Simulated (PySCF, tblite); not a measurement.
# C4H8F2OSi: geometry, infrared bands and NMR shifts

Wanted: the infrared bands and NMR shifts of C4H8F2OSi (`C/C(=C/F)O[SiH2]CF`), by calculation.

Computed with tblite 0.8.0 and PySCF 2.14.0, with density-fitted response routines of our own, on a single molecule in the gas phase. Atoms count from 0, in the outputs and in this text.

### 1 Starting geometry

16 atoms, charge 0, multiplicity 1; geometry from: force field or distance geometry start.

Bonds of the start (Å): C0–C1 1.50, C1–C2 1.32, C2–F3 1.35, C1–O4 1.40, O4–Si5 1.67, Si5–C6 1.85, C6–F7 1.37, C0–H8 1.10, C0–H9 1.10, C0–H10 1.10, C2–H11 1.09, Si5–H12 1.50, Si5–H13 1.48, C6–H14 1.08, C6–H15 1.08.

### 2 Optimising the geometry with GFN2-xTB

What the job is given:

```
{"job": {"kind": "relax", "xc": "GFN2-xTB", "basis": "xTB"}, "charge": 0, "multiplicity": 1}
C     -2.060500    -1.011700     0.949400
C     -0.911600    -0.783400     0.019900
C     -1.049700    -0.589400    -1.280900
F     -0.008300    -0.442600    -2.122600
O      0.340400    -0.935800     0.621000
Si     1.225400     0.424300     1.021100
C      2.076000     1.230700    -0.412400
F      2.833200     2.283400     0.034300
H     -1.969400    -1.979300     1.455600
H     -3.027400    -1.004000     0.417200
H     -2.111400    -0.225700     1.710400
H     -1.995900    -0.515900    -1.822100
H      2.225900     0.007600     2.051600
H      0.321700     1.384900     1.701900
H      2.744500     0.544500    -0.921400
H      1.359500     1.621500    -1.125900
```

Launch:

```console
OMP_NUM_THREADS=1 python probes_run.py task.json out
```

One launch serves the whole session: the jobs run in the order shown.

**Question.** This job is followed by: GFN2-xTB harmonic vibrations, gas phase; GIAO PBE0/pcSseg-1 NMR shielding, non-relativistic, gas phase. What will the session give for the following? strongest single infrared mode (GFN2-xTB); zero-point energy (GFN2-xTB); 13C shifts against TMS (PBE0/pcSseg-1); 1H shifts against TMS (PBE0/pcSseg-1, means over atoms taken as alike); 19F shifts against CFCl3 (PBE0/pcSseg-1); 17O shifts against H2O (PBE0/pcSseg-1); 29Si shifts against TMS (PBE0/pcSseg-1); surface potential, 1st and 99th percentile.

As calculated:

| quantity | value |
| --- | --- |
| strongest single infrared mode (GFN2-xTB) | 2293 cm⁻¹, 275 km/mol |
| zero-point energy (GFN2-xTB) | 69.7 kcal/mol |
| 13C shifts against TMS (PBE0/pcSseg-1) | 143.7, 139.7, 79.3, 19.2 ppm |
| 1H shifts against TMS (PBE0/pcSseg-1, means over atoms taken as alike) | 6.54, 5.20, 5.09, 1.73 ppm |
| 19F shifts against CFCl3 (PBE0/pcSseg-1) | -182.5, -314.0 ppm |
| 17O shifts against H2O (PBE0/pcSseg-1) | 98.5 ppm |
| 29Si shifts against TMS (PBE0/pcSseg-1) | -24.9 ppm |
| surface potential, 1st and 99th percentile | -1.14 V and 1.31 V |

In words: The optimisation took 191 steps and gained 0.350 eV; among the close pairs (by a distance rule), Si5–C6 changed most, from 1.852 to 1.920 Å. All 42 modes are real, so the xTB geometry is a minimum. The strongest single mode, at 2293 cm⁻¹, moves mainly H13. Unscaled tight-binding wavenumbers are off by several per cent, some by more. Its intensities can rank the bands wrongly. The most deshielded carbon is C1 (alkene carbon bearing oxygen), at 143.7 ppm: an sp2 carbon further deshielded by the attached heteroatom. H11 (hydrogen on a β carbon of an enol-ether or enamine type C=C) lies farthest downfield among hydrogen, at 6.54 ppm; attached to an sp2 carbon and in the plane of the double bond. At PBE0/pcSseg-1: Shielding is most anisotropic at O4 (span 191 ppm, paramagnetic term -162 ppm).
